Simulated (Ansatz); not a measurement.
# CH2F3Si (SMILES [CH2][Si](F)(F)F): UMP2/def2-SVP

What is the energy change on altering one bond length of CH2F3Si at UMP2/def2-SVP? 

Program for the calculation: Ansatz 0.2.0.

59 further runs of the same task are left out: 59 set aside as unsound or not needed. Runs told in other sessions of the task aren't counted.

## Step 1: The system as given

CH2F3Si has 7 atoms, charge 0, and is taken as a doublet. As SMILES, `[CH2][Si](F)(F)F`. Geometry: relaxed at PBE0-D4/def2-TZVP.

Bond lengths: C1–Si2 1.812 Å, Si2–F3 1.577 Å, Si2–F4 1.578 Å, Si2–F5 1.577 Å, C1–H6 1.084 Å, C1–H7 1.084 Å. Angles: C1–Si2–F3 111.1°, C1–Si2–F4 112.7°, C1–Si2–F5 111.2°, F3–Si2–F4 106.8°, F3–Si2–F5 108.2°, F4–Si2–F5 106.7°, Si2–C1–H6 122.2°, Si2–C1–H7 122.2°, H6–C1–H7 115.6°.

## Step 2: A single-point energy at UMP2/def2-SVP

run.yaml reads:

```yaml
crystal:
  periodic: [false, false, false]
  atoms:
    - symbol: C
      position_ang: [-0.691800, 0.401700, 0.763500]
    - symbol: Si
      position_ang: [0.442900, -0.260900, -0.483500]
    - symbol: F
      position_ang: [0.009400, 0.178500, -1.934200]
    - symbol: F
      position_ang: [0.495400, -1.838000, -0.481100]
    - symbol: F
      position_ang: [1.916900, 0.241300, -0.236600]
    - symbol: H
      position_ang: [-1.731100, 0.616200, 0.542200]
    - symbol: H
      position_ang: [-0.380400, 0.593100, 1.784100]
basis:
  gaussian: {orbitals: def2-SVP}
magnetization: {spin_polarized: true, initial_magnetization: 1}
correlation: {method: mp2, frozen_orbitals: {C: 1, F: 1, H: 0, Si: 5}}
accuracy: high
```

Started as:

```bash
$ ansatz run run.yaml --threads 1 --pin off --max-ram 2610MiB --events-out events.jsonl --progress --plain --runs-dir runs
```

The program printed:

```text
Warning: RAYON_NUM_THREADS=1 ignored (pool sized by the plan → 1); use --threads N
Functional definition: HF
  name "HF"
  exchange = exact_x
  correlation = 0
1745 factors; integrals over basis functions are off by at most 4.0e-9 eV
mean field evaluation 1: about -17033.6899 eV, gradient 2.7e1 eV
mean field evaluation 2: about -17033.7616 eV, gradient 2.8e1 eV
mean field evaluation 4: about -17036.5408 eV, gradient 2.0e0 eV
mean field evaluation 8: about -17036.5771 eV, gradient 2.8e-1 eV
mean field evaluation 16: about -17036.5786 eV, gradient 1.0e-8 eV
mean field -17036.57864877 eV, -626.0827175344 hartree, gradient 1.5e-8 eV, S^2 0.758918; 0 other end points of the search recorded, 0 dependent functions left out
9 core orbitals not correlated: weight in the atoms' cores, before any rotation towards them, 1.000 or more for the frozen orbitals, at most 0.000 for the correlated occupied ones
reference -17036.57864877 eV, -626.0827175344 hartree; 16, 15 occupied and 59, 60 virtual orbitals, 1745 factors
second order -20.45505372 eV of doubles, -0.00000000 eV of singles
Total energy: -17057.03370248 eV, -626.8344268936 hartree
```

It took 3.3 s on 1 thread of Arm Neoverse V2, shared host; peak memory 0.28 GiB.

## Step 3: The distorted shape, same level

job.yaml reads:

```yaml
crystal:
  periodic: [false, false, false]
  atoms:
    - {symbol: C, position_ang: [-0.785219, 0.344281, 0.457323]}
    - {symbol: Si, position_ang: [0.349481, -0.318319, -0.789677]}
    - {symbol: F, position_ang: [-0.084019, 0.121081, -2.240377]}
    - {symbol: F, position_ang: [0.401981, -1.895419, -0.787277]}
    - {symbol: F, position_ang: [1.823481, 0.183881, -0.542777]}
    - {symbol: H, position_ang: [-1.824519, 0.558781, 0.236023]}
    - {symbol: H, position_ang: [-0.380400, 0.593100, 1.784100]}
basis:
  gaussian: {orbitals: def2-SVP}
magnetization: {spin_polarized: true, initial_magnetization: 1}
correlation: {method: mp2, frozen_orbitals: {C: 1, F: 1, H: 0, Si: 5}}
accuracy: high
```

Started as:

```bash
$ ansatz run job.yaml --threads 1 --pin off --max-ram 2610MiB --events-out events.jsonl --progress --plain --runs-dir runs
```

The program printed:

```text
Warning: RAYON_NUM_THREADS=1 ignored (pool sized by the plan → 1); use --threads N
Functional definition: HF
  name "HF"
  exchange = exact_x
  correlation = 0
1749 factors; integrals over basis functions are off by at most 6.1e-9 eV
mean field evaluation 1: about -17032.4407 eV, gradient 2.7e1 eV
mean field evaluation 2: about -17032.5106 eV, gradient 2.7e1 eV
mean field evaluation 4: about -17035.3510 eV, gradient 2.0e0 eV
mean field evaluation 8: about -17035.4024 eV, gradient 4.5e-1 eV
mean field evaluation 16: about -17035.4116 eV, gradient 9.1e-7 eV
mean field -17035.41164046 eV, -626.0398307701 hartree, gradient 3.3e-8 eV, S^2 0.774775; 0 other end points of the search recorded, 0 dependent functions left out
9 core orbitals not correlated: weight in the atoms' cores, before any rotation towards them, 1.000 or more for the frozen orbitals, at most 0.000 for the correlated occupied ones
reference -17035.41164046 eV, -626.0398307701 hartree; 16, 15 occupied and 59, 60 virtual orbitals, 1749 factors
second order -20.52272985 eV of doubles, -0.00000000 eV of singles
Total energy: -17055.93437031 eV, -626.7940271812 hartree
```

Run time: 3.3 s. Hardware: 1 thread of Arm Neoverse V2, shared host; peak memory 0.28 GiB.

## Step 4: Results

Level: UMP2/def2-SVP, 9 core orbitals frozen.

| quantity | value |
| --- | --- |
| first shape: total energy | -626.83443 Eh |
| first shape: correlation energy (9 core orbitals frozen) | -751.7 mEh |
| first shape: ⟨S²⟩ of the reference determinant | 0.759 |
| distorted shape: total energy | -626.79403 Eh |
| distorted shape: correlation energy (9 core orbitals frozen) | -754.2 mEh |
| distorted shape: ⟨S²⟩ of the reference determinant | 0.775 |
| energy change with the C1–H7 bond stretched from 1.084 to 1.409 Å | 1.099 eV |

**Reading.** With the C1–H7 bond stretched from 1.084 to 1.409 Å the energy rises by 1.10 eV (25 kcal/mol). The first shape isn't relaxed at this level, so the change isn't measured from a minimum.
